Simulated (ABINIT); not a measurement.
# HfGe (P4/mmm) in ABINIT: single point with BLYP

Aim: the single point of HfGe with BLYP.

All numbers are computed with ABINIT 10.8.3 (patched build); they aren't measurements. Logs are shortened: lines on timing, memory, paths and dates and some standing lists are left out, and cuts for length are marked. The log counts tension as positive stress, the text compression.

## 1. The crystal as given

Symmetry: P4/mmm, No. 123, tetragonal system. The conventional cell has a = 3.220 Å, b = 3.220 Å, c = 4.108 Å, α = 90.00°, β = 90.00°, γ = 90.00°. Around Hf (site symmetry 4/mmm) lie 4 Ge at 2.28 Å. Ge (site symmetry 4/mmm) is surrounded by 4 Hf at 2.28 Å.

The cell was built by a generator and needn't be a form met in nature.

## 2. Single point, BLYP

run.abi

```
# Pseudopotentials
pp_dirpath "./"
pseudos "Hf.upf, Ge.upf"

# Structure
acell 3*1.0 Angstrom
rprim
     3.2196660000     0.0000000000     0.0000000000
     0.0000000000     3.2196660000     0.0000000000
     0.0000000000     0.0000000000     4.1084277000
ntypat 2
znucl 72 32
natom 2
typat 1 2
xcart
     3.0421434764     3.0421434764     0.0000000000
     0.0000000000     0.0000000000     0.0000000000

# Plane-wave basis
ecut 35.0

# k points
kptopt 1
ngkpt 6 6 5
nshiftk 1
shiftk 0.0 0.0 0.0

# Exchange and correlation
ixc -106131

# Bands and occupations
nband 17
occopt 3
tsmear 0.05 eV

# SCF cycle
nstep 100
tolvrs 1.0e-10

# Output
iomode 3
prtwf 0
prteig 0
prtebands 0
enunit 2
prtden 1
prtvha 1
prtvclmb 1
prtpot 1
prtelf 1
```

Potentials or basis: PseudoDojo NC SR PBE v0.4.1 standard.

On the command line:

```
> abinit run.abi > log 2>&1
```

run.abo:

```text
.Version 10.8.3 of ABINIT
 Symmetries : space group P4/m m m (#123); Bravais tP (primitive tetrag.)
================================================================================
 Values of the parameters that define the memory need of the present run
     intxc =       0    ionmov =       0      iscf =       7    lmnmax =       8
     lnmax =       8     mgfft =      45  mpssoang =       4    mqgrid =    3001
     natom =       2  nloc_mem =       1    nspden =       1   nspinor =       1
    nsppol =       1      nsym =      16    n1xccc =    2501    ntypat =       2
    occopt =       3   xclevel =       2
       mpw =        2884          nfft =       58320          nkpt =          30
================================================================================
================================================================================

--------------------------------------------------------------------------------
------------- Echo of variables that govern the present computation ------------
--------------------------------------------------------------------------------
 -outvars: echo values of preprocessed input variables --------
            acell      1.8897261259E+00  1.8897261259E+00  1.8897261259E+00 Bohr
              amu      1.78490000E+02  7.26100000E+01
             ecut      3.50000000E+01 Hartree
           enunit           2
              ixc     -106131
         kptrlatt        6    0    0      0    6    0      0    0    5
          kptrlen      3.65057217E+01
            natom           2
            nband          17
            ngfft          36      36      45
             nkpt          30
            nstep         100
             nsym          16
           ntypat           2
           occopt           3
        prtebands           0
           prteig           0
           prtelf           1
           prtpot           1
         prtvclmb           1
           prtvha           1
            prtwf           0
            rprim      3.2196660000E+00  0.0000000000E+00  0.0000000000E+00
                       0.0000000000E+00  3.2196660000E+00  0.0000000000E+00
                       0.0000000000E+00  0.0000000000E+00  4.1084277000E+00
          spgroup         123
           tolvrs      1.00000000E-10
           tsmear      1.83746611E-03 Hartree
            typat      1  2
           xangst      1.6098329989E+00  1.6098329989E+00  0.0000000000E+00
                      -1.0840207963E-09 -1.0840207963E-09  0.0000000000E+00
            xcart      3.0421434764E+00  3.0421434764E+00  0.0000000000E+00
                      -2.0485024197E-09 -2.0485024197E-09  0.0000000000E+00
             xred      4.9999999966E-01  4.9999999966E-01  0.0000000000E+00
                      -3.3668734467E-10 -3.3668734467E-10  0.0000000000E+00
            znucl       72.00000   32.00000

================================================================================
[... 116 lines left out ...]
 reduced coordinates (array xred) for    2 atoms
       0.499999999663      0.499999999663      0.000000000000
      -0.000000000337     -0.000000000337      0.000000000000
 rms dE/dt=  0.0000E+00; max dE/dt=  0.0000E+00; dE/dt below (all hartree)
    1       0.000000000000      0.000000000000      0.000000000000
    2       0.000000000000      0.000000000000      0.000000000000

 cartesian coordinates (angstrom) at end:
    1      1.60983299891598     1.60983299891598     0.00000000000000
    2     -0.00000000108402    -0.00000000108402     0.00000000000000

 cartesian forces (hartree/bohr) at end:
    1     -0.00000000000000    -0.00000000000000    -0.00000000000000
    2     -0.00000000000000    -0.00000000000000    -0.00000000000000
 frms,max,avg= 0.0000000E+00 0.0000000E+00   0.000E+00  0.000E+00  0.000E+00 h/b

 cartesian forces (eV/Angstrom) at end:
    1     -0.00000000000000    -0.00000000000000    -0.00000000000000
    2     -0.00000000000000    -0.00000000000000    -0.00000000000000
 frms,max,avg= 0.0000000E+00 0.0000000E+00   0.000E+00  0.000E+00  0.000E+00 e/A
 length scales=  1.889726125908  1.889726125908  1.889726125908 bohr
              =  1.000000000000  1.000000000000  1.000000000000 angstroms
 Fermi (or HOMO) energy (hartree) =   0.28231   Average Vxc (hartree)=  -0.37468
 Eigenvalues (hartree) for nkpt=  30  k points:
 kpt#   1, nband= 17, wtk=  0.00556, kpt=  0.0000  0.0000  0.0000 (reduced coord)
  -1.97066   -0.83427   -0.82181   -0.82181   -0.60374   -0.59845   -0.59273   -0.59153
  -0.59153   -0.12437    0.22196    0.22587    0.27587    0.40201    0.40208    0.40557
   0.42724
      occupation numbers for kpt#   1
   2.00000    2.00000    2.00000    2.00000    2.00000    2.00000    2.00000    2.00000
   2.00000    2.00000    2.00000    2.00000    1.94166    0.00000    0.00000    0.00000
   0.00000
 prteigrs : prtvol=0 or 1, do not print more k-points.

 Fermi (or HOMO) energy (eV) =   7.68211   Average Vxc (eV)= -10.19556
 Eigenvalues (   eV  ) for nkpt=  30  k points:
 kpt#   1, nband= 17, wtk=  0.00556, kpt=  0.0000  0.0000  0.0000 (reduced coord)
 -53.62436  -22.70154  -22.36261  -22.36261  -16.42873  -16.28474  -16.12912  -16.09641
 -16.09641   -3.38436    6.03995    6.14626    7.50686   10.93920   10.94114   11.03615
  11.62582
 prteigrs : prtvol=0 or 1, do not print more k-points.

--- !EnergyTerms
iteration_state     : {dtset: 1, }
comment             : Components of total free energy in Hartree
kinetic             :  8.18421322168112E+01
hartree             :  4.46157006201598E+01
xc                  : -3.60477797567382E+01
Ewald energy        : -7.93469408714495E+01
psp_core            :  4.78157659974712E+00
local_psp           : -1.17341622752203E+02
non_local_psp       : -4.37878785105078E+01
internal            : -1.45284812454180E+02
'-kT*entropy'       : -2.73984805506947E-04
total_energy        : -1.45285086438986E+02
total_energy_eV     : -3.95340860287197E+03
band_energy         : -1.37242807234536E+01
...

 Cartesian components of stress tensor (hartree/bohr^3)
  sigma(1 1)= -3.27052168E-03  sigma(3 2)=  0.00000000E+00
  sigma(2 2)= -3.27052168E-03  sigma(3 1)=  0.00000000E+00
  sigma(3 3)=  2.03374165E-05  sigma(2 1)=  0.00000000E+00

-Cartesian components of stress tensor (GPa)         [Pressure=  6.3949E+01 GPa]
- sigma(1 1)= -9.62220698E+01  sigma(3 2)=  0.00000000E+00
- sigma(2 2)= -9.62220698E+01  sigma(3 1)=  0.00000000E+00
- sigma(3 3)=  5.98347450E-01  sigma(2 1)=  0.00000000E+00

== END DATASET(S) ==============================================================
================================================================================

 -outvars: echo values of variables after computation  --------
            acell      1.8897261259E+00  1.8897261259E+00  1.8897261259E+00 Bohr
           etotal     -1.4528508644E+02
            fcart     -0.0000000000E+00 -0.0000000000E+00 -0.0000000000E+00
                      -0.0000000000E+00 -0.0000000000E+00 -0.0000000000E+00
            rprim      3.2196660000E+00  0.0000000000E+00  0.0000000000E+00
                       0.0000000000E+00  3.2196660000E+00  0.0000000000E+00
                       0.0000000000E+00  0.0000000000E+00  4.1084277000E+00
           strten     -3.2705216787E-03 -3.2705216787E-03  2.0337416471E-05
                       0.0000000000E+00  0.0000000000E+00  0.0000000000E+00
           xangst      1.6098329989E+00  1.6098329989E+00  0.0000000000E+00
                      -1.0840207963E-09 -1.0840207963E-09  0.0000000000E+00
             xred      4.9999999966E-01  4.9999999966E-01  0.0000000000E+00
                      -3.3668734467E-10 -3.3668734467E-10  0.0000000000E+00
 Calculation completed.
```

Wall time 47 s (1 thread of Arm Neoverse V2, shared host); peak memory 0.09 GiB.

Results:

* Free energy: -3953.4086 eV
* Band gap on the k mesh: none (metal or under the smearing width)
* Valence electrons inside the program's atomic spheres: Hf 8.71; Ge 12.01

Caveat: the cutoff is too short for stress, so the log's stress isn't used; the potentials were made for another functional, which shifts forces and pressure. The run has no spin-orbit coupling, so splittings on Hf are missing.
